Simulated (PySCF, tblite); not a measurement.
# C₇H₁₂BCl: geometry, infrared bands and NMR shifts

Aim: predict the infrared bands and NMR shifts of C₇H₁₂BCl (`C=C1C[C@@H](B(C)C)[C@@H]1Cl`).

Programs: tblite 0.8.0 and PySCF 2.14.0, with density-fitted response routines of our own. Each step states its level of theory. These are calculated values for one molecule in the gas phase, unless marked as measured. Atoms count from 0, in the outputs and in this text.

## 1. Starting geometry

21 atoms, charge 0, multiplicity 1; geometry from: force field or distance geometry start.

Bonds of the start (Å): C0–C1 1.33, C1–C2 1.48, C2–C3 1.54, C3–B4 1.55, B4–C5 1.58, B4–C6 1.61, C3–C7 1.51, C7–Cl8 1.76, C7–C1 1.50, C0–H9 1.08, C0–H10 1.08, C2–H11 1.11, C2–H12 1.10, C3–H13 1.11, C5–H14 1.13, C5–H15 1.11, C5–H16 1.09, C6–H17 1.12, C6–H18 1.09, C6–H19 1.10, C7–H20 1.12.

## 2. Relaxing the molecule with GFN2-xTB

What the job is given:

```
{"job": {"kind": "relax", "xc": "GFN2-xTB", "basis": "xTB"}, "charge": 0, "multiplicity": 1}
C      3.321800     0.386200     0.771200
C      2.087400     0.058900     0.402400
C      1.286500     0.180600    -0.833100
C      0.093800     0.328000     0.124400
B     -1.281200    -0.139500    -0.420200
C     -2.235500    -1.213200     0.246800
C     -2.056900     0.970400    -1.293400
C      0.886100    -0.606000     1.008900
Cl     0.697100    -0.442900     2.751300
H      3.624200     0.153500     1.785400
H      3.985400     0.885100     0.077200
H      1.277600    -0.791500    -1.370500
H      1.485400     1.081100    -1.425600
H      0.051300     1.333100     0.595900
H     -3.020700    -0.630000     0.820100
H     -2.828100    -1.788900    -0.492400
H     -1.709500    -1.870400     0.943100
H     -1.804500     1.939500    -0.801500
H     -3.143600     0.863000    -1.238400
H     -1.657900     0.996700    -2.322500
H      0.932400    -1.676800     0.670400
```

The run is started by

```console
OMP_NUM_THREADS=1 python probes_run.py task.json out
```

This one command runs all jobs of the session in turn.

Standard output:

```text
step      E/eV     max force
  0    -729.40407    2.449
  1    -729.66466    1.820
  2    -729.85044    1.074
  3    -729.93009    0.761
  4    -729.98738    0.543
  5    -730.03024    0.421
  6    -730.05681    0.402
  7    -730.08255    0.414
  8    -730.09967    0.282
  9    -730.11140    0.254
 10    -730.12058    0.240
 11    -730.13068    0.322
 12    -730.14137    0.309
 13    -730.15042    0.204
 14    -730.15720    0.209
 15    -730.16274    0.180
 16    -730.16723    0.178
 17    -730.17039    0.116
 18    -730.17266    0.099
 19    -730.17480    0.114
 20    -730.17744    0.139
 21    -730.18065    0.143
 22    -730.18442    0.127
 23    -730.18879    0.137
 24    -730.19375    0.174
 25    -730.19903    0.175
 26    -730.20461    0.188
 27    -730.21085    0.197
 28    -730.21784    0.199
 29    -730.22506    0.230
 30    -730.23199    0.190
 31    -730.23815    0.189
 32    -730.24321    0.185
 33    -730.24769    0.165
 34    -730.25206    0.173
 35    -730.25671    0.155
 36    -730.26187    0.169
 37    -730.26717    0.172
 38    -730.27170    0.144
 39    -730.27506    0.202
 40    -730.27686    0.190
 41    -730.27901    0.109
 42    -730.28056    0.081
 43    -730.28269    0.078
 44    -730.28506    0.129
 45    -730.28734    0.111
 46    -730.28879    0.075
 47    -730.29002    0.095
 48    -730.29096    0.097
 49    -730.29217    0.116
 50    -730.29330    0.088
 51    -730.29445    0.074
 52    -730.29559    0.118
 53    -730.29673    0.097
 54    -730.29765    0.085
 55    -730.29831    0.046
 56    -730.29885    0.047
 57    -730.29932    0.069
 58    -730.29970    0.046
 59    -730.30001    0.038
 60    -730.30033    0.038
 61    -730.30076    0.055
 62    -730.30132    0.067
 63    -730.30185    0.052
 64    -730.30220    0.034
 65    -730.30242    0.033
 66    -730.30261    0.036
 67    -730.30284    0.043
 68    -730.30307    0.042
 69    -730.30325    0.032
 70    -730.30340    0.037
 71    -730.30356    0.031
 72    -730.30374    0.032
 73    -730.30389    0.022
 74    -730.30398    0.020
 75    -730.30405    0.026
 76    -730.30415    0.026
 77    -730.30428    0.033
 78    -730.30439    0.029
 79    -730.30446    0.017
 80    -730.30451    0.020
 81    -730.30458    0.029
 82    -730.30468    0.032
 83    -730.30481    0.036
 84    -730.30495    0.026
 85    -730.30510    0.041
 86    -730.30531    0.065
 87    -730.30568    0.082
 88    -730.30627    0.082
 89    -730.30697    0.068
 90    -730.30764    0.050
 91    -730.30833    0.060
 92    -730.30913    0.081
 93    -730.31001    0.108
 94    -730.31111    0.110
 95    -730.31224    0.114
 96    -730.31379    0.102
 97    -730.31495    0.099
 98    -730.31588    0.089
 99    -730.31685    0.083
100    -730.31828    0.111
101    -730.31817    0.202
102    -730.32040    0.075
103    -730.32106    0.050
104    -730.32197    0.088
105    -730.32252    0.062
106    -730.32363    0.059
107    -730.32484    0.048
108    -730.32530    0.042
109    -730.32558    0.053
110    -730.32593    0.056
111    -730.32632    0.061
112    -730.32654    0.043
113    -730.32680    0.027
114    -730.32693    0.032
115    -730.32712    0.026
116    -730.32725    0.023
117    -730.32735    0.021
118    -730.32743    0.020
119    -730.32750    0.019
120    -730.32756    0.015
121    -730.32761    0.017
122    -730.32768    0.021
123    -730.32778    0.027
124    -730.32792    0.033
125    -730.32806    0.031
126    -730.32820    0.027
127    -730.32834    0.031
128    -730.32849    0.030
129    -730.32864    0.025
130    -730.32875    0.023
131    -730.32883    0.021
132    -730.32889    0.016
133    -730.32894    0.015
134    -730.32901    0.022
135    -730.32910    0.033
136    -730.32923    0.039
137    -730.32938    0.029
138    -730.32950    0.020
139    -730.32958    0.018
140    -730.32963    0.020
141    -730.32968    0.017
142    -730.32972    0.010
143    -730.32975    0.014
144    -730.32978    0.016
145    -730.32982    0.017
146    -730.32987    0.020
147    -730.32993    0.017
148    -730.32998    0.015
149    -730.33004    0.019
150    -730.33009    0.016
151    -730.33013    0.017
152    -730.33017    0.017
153    -730.33021    0.015
154    -730.33026    0.013
155    -730.33030    0.010
156    -730.33033    0.010
157    -730.33035    0.012
158    -730.33037    0.012
159    -730.33039    0.010
```

Wall time 1.4 s (1 thread of Arm Neoverse V1, shared host).

Relaxation path: (not every step is listed)

```csv
step,energy from step 0 (eV),largest force (eV/Å)
0,0.0000,2.4495
1,-0.2606,1.8205
2,-0.4464,1.0738
3,-0.5260,0.7609
4,-0.5833,0.5434
5,-0.6262,0.4206
6,-0.6527,0.4016
7,-0.6785,0.4142
8,-0.6956,0.2818
22,-0.7803,0.1271
36,-0.8578,0.1686
50,-0.8892,0.0880
64,-0.8981,0.0337
78,-0.9003,0.0294
92,-0.9051,0.0813
106,-0.9196,0.0590
120,-0.9235,0.0153
134,-0.9249,0.0218
148,-0.9259,0.0151
154,-0.9262,0.0135
155,-0.9262,0.0104
156,-0.9263,0.0103
157,-0.9263,0.0118
158,-0.9263,0.0124
159,-0.9263,0.0099
```

Close pairs (by a distance rule), those that changed most:

```csv
bond,before (Å),after (Å),change (Å)
C5–H14,1.134,1.091,-0.043
B4–C6,1.611,1.575,-0.036
C3–C7,1.511,1.546,+0.035
C7–H20,1.124,1.091,-0.033
C3–B4,1.551,1.581,+0.030
C6–H17,1.116,1.088,-0.028
C1–C2,1.477,1.505,+0.027
C7–Cl8,1.760,1.784,+0.024
```

The next job starts from the end point, and lists it.

## 3. Harmonic vibrations with GFN2-xTB

What the job is given:

```
{"job": {"kind": "ir", "xc": "GFN2-xTB", "basis": "xTB"}, "charge": 0, "multiplicity": 1}
C      3.365328    -0.012428     0.501403
C      2.061837     0.072981     0.339328
C      1.154117     0.930555    -0.500444
C     -0.041082     0.451800     0.365942
B     -1.400576    -0.028291    -0.283341
C     -2.288366    -1.086683     0.469917
C     -1.877208     0.587205    -1.652455
C      0.899838    -0.581700     1.026050
Cl     0.954540    -0.591393     2.809572
H      3.799252    -0.678317     1.228154
H      4.046447     0.586222    -0.079684
H      1.097258     0.601984    -1.537569
H      1.372123     1.996922    -0.481062
H     -0.286181     1.224882     1.101500
H     -3.031443    -0.550276     1.062006
H     -2.849500    -1.733490    -0.201142
H     -1.737045    -1.712141     1.167455
H     -1.464214     1.571803    -1.859143
H     -2.960110     0.645620    -1.737266
H     -1.545764    -0.063530    -2.463124
H      0.721828    -1.614785     0.723432
```

Standard output:

```text
mode    cm-1     km/mol
  1      25.3      0.18
  2      41.6      0.44
  3      62.6      0.67
  4     104.2      0.51
  5     110.1      2.02
  6     168.7      0.98
  7     177.9      0.68
  8     238.2      0.28
  9     282.2      0.36
 10     315.0      0.56
 11     395.7      0.32
 12     438.0      1.32
 13     453.1      4.79
 14     560.6      1.73
 15     625.1      0.43
 16     704.3      2.76
 17     740.5      1.70
 18     775.5      1.26
 19     842.3     97.63
 20     859.1      0.76
 21     861.1      9.52
 22     896.0     13.52
 23     933.5     17.02
 24     939.2     44.63
 25     958.2      7.27
 26    1035.1      0.50
 27    1036.4     10.94
 28    1073.5     32.57
 29    1109.2     12.22
 30    1155.2    100.34
 31    1158.5     97.00
 32    1176.8     21.24
 33    1192.7     35.78
 34    1212.2     32.49
 35    1216.3     11.85
 36    1266.0     78.01
 37    1383.6     42.77
 38    1389.8     24.81
 39    1400.2      0.02
 40    1456.5      2.28
 41    1480.5      1.91
 42    1483.4      1.39
 43    1489.6      1.29
 44    1494.8      0.57
 45    1771.8     24.34
 46    2932.0     10.75
 47    2942.9     12.56
 48    2987.0     19.70
 49    2991.4      4.32
 50    2994.3     39.59
 51    3003.4     26.52
 52    3029.5      9.52
 53    3034.1     64.59
 54    3036.7     19.35
 55    3042.7     31.35
 56    3100.4     12.97
 57    3126.4     34.08
```

Wall time 0.91 s (1 thread of Arm Neoverse V1, shared host).

Which atoms move in the most intense modes:

```csv
cm⁻¹,km/mol,atoms
842,97.6,"B4 21 %, H19 13 %, H14 13 %, H17 12 %"
939,44.6,"H13 13 %, H12 12 %, H11 11 %, C2 10 %"
1155,100.3,"B4 49 %, H13 10 %"
1158,97.0,"B4 27 %, H20 25 %, H13 12 %"
1266,78.0,"C3 41 %, H13 13 %, B4 12 %"
1384,42.8,"H19 22 %, H18 18 %, H17 17 %, C6 13 %"
2994,39.6,"H14 62 %, H19 26 %"
3034,64.6,"H18 55 %, H15 24 %, H17 12 %"
```

## 4. NMR shieldings: PBE0/pcSseg-1

Same as in step 3 but for these lines:

```diff
@@ -1,2 +1,2 @@
-{"job": {"kind": "ir", "xc": "GFN2-xTB", "basis": "xTB"}, "charge": 0, "multiplicity": 1}
+{"job": {"kind": "nmr", "xc": "PBE0", "basis": "pcSseg-1"}, "charge": 0, "multiplicity": 1}
 C      3.365328    -0.012428     0.501403
```

Level: GIAO PBE0/pcSseg-1 NMR shielding, non-relativistic, gas phase.

Standard output:

```text
coarse grid: 17752 points
cycle   1  E = -758.2757468846  dE =  1.038e+00  |g| = 5.381e-01  |ddm| = 4.160e+00
cycle   2  E = -758.2706857138  dE =  5.061e-03  |g| = 5.711e-01  |ddm| = 1.002e+00
cycle   3  E = -758.3526393430  dE = -8.195e-02  |g| = 7.455e-02  |ddm| = 5.383e-01
cycle   4  E = -758.3536148356  dE = -9.755e-04  |g| = 4.384e-02  |ddm| = 1.158e-01
cycle   5  E = -758.3540725082  dE = -4.577e-04  |g| = 1.029e-02  |ddm| = 4.916e-02
cycle   6  E = -758.3540972614  dE = -2.475e-05  |g| = 2.333e-03  |ddm| = 1.304e-02
cycle   7  E = -758.3540984136  dE = -1.152e-06  |g| = 8.013e-04  |ddm| = 3.047e-03
final grid: 165880 points
cycle   8  E = -758.4049799648  dE = -5.591e-05  |g| = 9.735e-03  |ddm| = 3.978e-02
cycle   9  E = -758.4049726019  dE =  7.363e-06  |g| = 1.101e-02  |ddm| = 1.979e-02
cycle  10  E = -758.4050032611  dE = -3.066e-05  |g| = 1.840e-03  |ddm| = 1.230e-02
cycle  11  E = -758.4050040131  dE = -7.520e-07  |g| = 4.435e-04  |ddm| = 2.193e-03
cycle  12  E = -758.4050040596  dE = -4.651e-08  |g| = 1.003e-04  |ddm| = 4.006e-04
cycle  13  E = -758.4050040618  dE = -2.211e-09  |g| = 3.186e-05  |ddm| = 1.328e-04
cycle  14  E = -758.4050040621  dE = -2.319e-10  |g| = 6.640e-06  |ddm| = 3.273e-05
converged SCF energy = -758.4050040621

GIAO shielding tensors (ppm)
atom      isotropic    diamagn.    paramagn.     s11        s22        s33       span
  0 C       68.252     251.513    -183.260    -45.168     82.581    167.344    212.512
  1 C       29.065     264.938    -235.873    -81.518     27.882    140.832    222.350
  2 C      155.333     247.657     -92.324    141.663    150.449    173.888     32.225
  3 C      139.063     249.940    -110.877    120.811    137.527    158.851     38.040
  4 B       10.371     185.485    -175.114    -45.616    -38.953    115.681    161.297
  5 C      174.548     252.823     -78.275    154.575    181.326    187.743     33.168
  6 C      173.599     252.626     -79.027    153.743    176.466    190.587     36.843
  7 C      123.849     246.351    -122.501     98.158    130.857    142.533     44.376
  8 Cl     738.165    1147.929    -409.764    542.268    618.450   1053.776    511.508
  9 H       25.990      30.084      -4.094     22.244     24.757     30.968      8.725
 10 H       26.232      29.657      -3.426     23.014     25.276     30.406      7.392
 11 H       29.124      31.997      -2.873     24.958     28.881     33.531      8.573
 12 H       28.642      31.147      -2.505     25.278     26.702     33.947      8.670
 13 H       29.434      31.623      -2.189     27.099     30.055     31.148      4.049
 14 H       31.107      29.011       2.097     26.802     29.377     37.142     10.340
 15 H       30.715      29.647       1.068     26.811     29.239     36.095      9.284
 16 H       30.316      31.930      -1.614     25.274     30.793     34.881      9.607
 17 H       30.731      31.488      -0.757     26.200     31.022     34.970      8.771
 18 H       30.627      29.030       1.597     26.590     29.358     35.932      9.343
 19 H       31.167      30.261       0.906     27.344     29.514     36.643      9.299
 20 H       27.085      31.616      -4.531     24.165     26.578     30.511      6.345
```

It took 42 s on 1 thread of Arm Neoverse V1, shared host; peak memory 1.1 GiB.

The references, computed at this level on geometries of the same kind, shield at (ppm): ¹H TMS 31.72, ¹³C TMS 186.9, ¹¹B BF3·OEt2 100.1, ³⁵Cl HCl 950. Their shielding less the atom's gives the shift. The references are single molecules in the gas phase. Atoms listed in one row are averaged.

```csv
atoms,environment,σ (ppm),δ (ppm),δ scaled to CDCl3
C1,fully substituted alkene carbon,29.1,157.9,152.2
C0,terminal =CH2 carbon,68.3,118.7,113.9
C7,allylic sp3 CH bonded to Cl,123.8,63.1,59.6
C3,sp3 CH bonded to B,139.1,47.9,44.8
C2,allylic sp3 CH2,155.3,31.6,28.9
"C5, C6",methyl carbon bonded to B,174.1,12.9,10.6
H9,hydrogen on a terminal =CH2 carbon,25.99,5.73,5.51
H10,hydrogen on a terminal =CH2 carbon,26.23,5.49,5.28
H20,hydrogen on an allylic sp3 CH bonded to Cl,27.08,4.63,4.47
H12,hydrogen on an allylic sp3 CH2,28.64,3.07,3.00
H11,hydrogen on an allylic sp3 CH2,29.12,2.59,2.55
H13,hydrogen on an sp3 CH bonded to B,29.43,2.28,2.26
"H14, H15, H16, H17, H18, H19",hydrogen on a methyl carbon bonded to B,30.78,0.94,0.99
B4,boron bonded to 3 C,10.4,89.7,–
Cl8,chlorine bonded to C,738,212,–
```

The scaled column applies a straight-line fit of computed shieldings to shifts measured in CDCl3, with any fitted terms for Cl, Br or S neighbours (root-mean-square error 0.16 ppm for H, 1.9 ppm for C).

The run also stored atomic charges by several schemes (e):

```csv
atoms,Mulliken,IAO,Hirshfeld,ESP fit
C0,-0.04,-0.33,-0.11,-0.64
C1,-0.31,0.02,0.00,0.35
C2,-0.06,-0.28,-0.07,-0.30
C3,-0.40,-0.25,-0.10,-0.01
B4,0.51,0.34,0.21,0.62
"C5, C6",-0.51,-0.58,-0.20,-0.69
C7,-0.17,-0.10,0.00,-0.33
Cl8,-0.12,-0.12,-0.08,-0.13
```

Mayer bond orders: C0–C1 2.03, C1–C2 1.02, C2–C3 1.04, C3–B4 0.90, B4–C5 1.08, B4–C6 1.06, C3–C7 0.95, C7–Cl8 1.02, C7–C1 0.96.

Ring of atoms C1, C2, C3, C7: NICS(0) 0.1, NICS(1) -1.4, NICS(1)zz 2.9 ppm (means of both faces).

## 5. Results

```
                                                               quantity                                         value
                              strongest single infrared mode (GFN2-xTB)                         1155 cm⁻¹, 100 km/mol
                                           zero-point energy (GFN2-xTB)                                106.8 kcal/mol
¹³C shifts against TMS (PBE0/pcSseg-1, means over atoms taken as alike)      157.9, 118.7, 63.1, 47.9, 31.6, 12.9 ppm
 ¹H shifts against TMS (PBE0/pcSseg-1, means over atoms taken as alike)  5.73, 5.49, 4.63, 3.07, 2.59, 2.28, 0.94 ppm
                            ¹¹B shifts against BF3·OEt2 (PBE0/pcSseg-1)                                      89.7 ppm
                                ³⁵Cl shifts against HCl (PBE0/pcSseg-1)                                       212 ppm
```

In words: The optimisation took 159 steps and gained 0.926 eV; among the close pairs (by a distance rule), C5–H14 changed most, from 1.134 to 1.091 Å. All 57 modes are real, so the xTB geometry is a minimum. GFN2-xTB is a fitted tight-binding method: band positions and strengths are rough. Its intensities can rank the bands wrongly. C1 (fully substituted alkene carbon) lies farthest downfield among carbon, at 157.9 ppm; as expected for a trigonal carbon in a double bond. At PBE0/pcSseg-1: The widest tensor belongs to Cl8: span 512 ppm, with a paramagnetic part of -410 ppm.
